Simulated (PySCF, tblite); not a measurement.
# C₃H₁₂BNS: geometry, infrared bands and NMR shifts

Aim: predict the infrared bands and NMR shifts of C₃H₁₂BNS (`[BH3-][NH2+]CCCS`).

Programs: tblite 0.8.0 and PySCF 2.14.0, with density-fitted response routines of our own. Each step states its level of theory. These are calculated values for one molecule in the gas phase, unless marked as measured. Atoms count from 0, in the outputs and in this text.

## 1. The molecule as given

18 atoms, charge 0, multiplicity 1; geometry from: force field or distance geometry start.

Bonds of the start (Å): B0–N1 1.49, N1–C2 1.42, C2–C3 1.49, C3–C4 1.48, C4–S5 1.80, B0–H6 1.20, B0–H7 1.19, B0–H8 1.20, N1–H9 1.04, N1–H10 1.07, C2–H11 1.12, C2–H12 1.12, C3–H13 1.13, C3–H14 1.12, C4–H15 1.13, C4–H16 1.11, S5–H17 1.41.

## 2. Geometry optimisation with GFN2-xTB

The job: settings as JSON, then the geometry in Å.

```
{"job": {"kind": "relax", "xc": "GFN2-xTB", "basis": "xTB"}, "charge": 0, "multiplicity": 1}
B      1.477400     1.013200     0.274600
N      1.291100    -0.092000    -0.713300
C      0.446600    -1.166600    -0.344600
C     -0.932900    -0.833600     0.115500
C     -1.815000    -0.097800    -0.816700
S     -1.210900     1.513100    -1.342500
H      2.557600     0.897600     0.790800
H      0.721000     1.034000     1.196800
H      1.551100     2.070900    -0.283300
H      1.002200     0.281700    -1.639500
H      2.258200    -0.518100    -0.858700
H      0.933400    -1.877700     0.369900
H      0.301700    -1.788800    -1.268600
H     -1.443400    -1.829100     0.293800
H     -0.896400    -0.376700     1.138600
H     -2.773300     0.115400    -0.264600
H     -2.113500    -0.738600    -1.667300
H     -1.363800     2.399300    -0.257200
```

The run is started by

```bash
$ OMP_NUM_THREADS=1 python probes_run.py task.json out
```

This one command runs all jobs of the session in turn.

**Question.** This job is followed by: GFN2-xTB harmonic vibrations, gas phase; GIAO PBE0/pcSseg-1 NMR shielding, non-relativistic, gas phase. Predict these results of the whole session: strongest single infrared mode (GFN2-xTB); zero-point energy (GFN2-xTB); 13C shifts against TMS (PBE0/pcSseg-1); 1H shifts against TMS (PBE0/pcSseg-1, means over atoms taken as alike); 11B shifts against BF3·OEt2 (PBE0/pcSseg-1); 15N shifts against NH3 (PBE0/pcSseg-1); 33S shifts against CS2 (PBE0/pcSseg-1).

The runs gave:

| quantity | value |
| --- | --- |
| strongest single infrared mode (GFN2-xTB) | 2368 cm⁻¹, 354 km/mol |
| zero-point energy (GFN2-xTB) | 95.0 kcal/mol |
| 13C shifts against TMS (PBE0/pcSseg-1) | 51.7, 33.4, 26.5 ppm |
| 1H shifts against TMS (PBE0/pcSseg-1, means over atoms taken as alike) | 4.51, 3.20, 2.98, 2.70, 2.25, 1.86 ppm |
| 11B shifts against BF3·OEt2 (PBE0/pcSseg-1) | -26.6 ppm |
| 15N shifts against NH3 (PBE0/pcSseg-1) | 55.6 ppm |
| 33S shifts against CS2 (PBE0/pcSseg-1) | -107 ppm |

Over 145 steps the energy fell by 1.167 eV; of the close pairs, B0–N1 changed most, 1.494 to 1.644 Å. All 48 modes are real, so the xTB geometry is a minimum. The strongest single mode, at 2368 cm⁻¹, moves mainly H7. Unscaled tight-binding wavenumbers are off by several per cent, some by more. Its intensities can rank the bands wrongly. At PBE0/pcSseg-1: The largest span, 331 ppm, is at S5, where the paramagnetic term is -446 ppm.
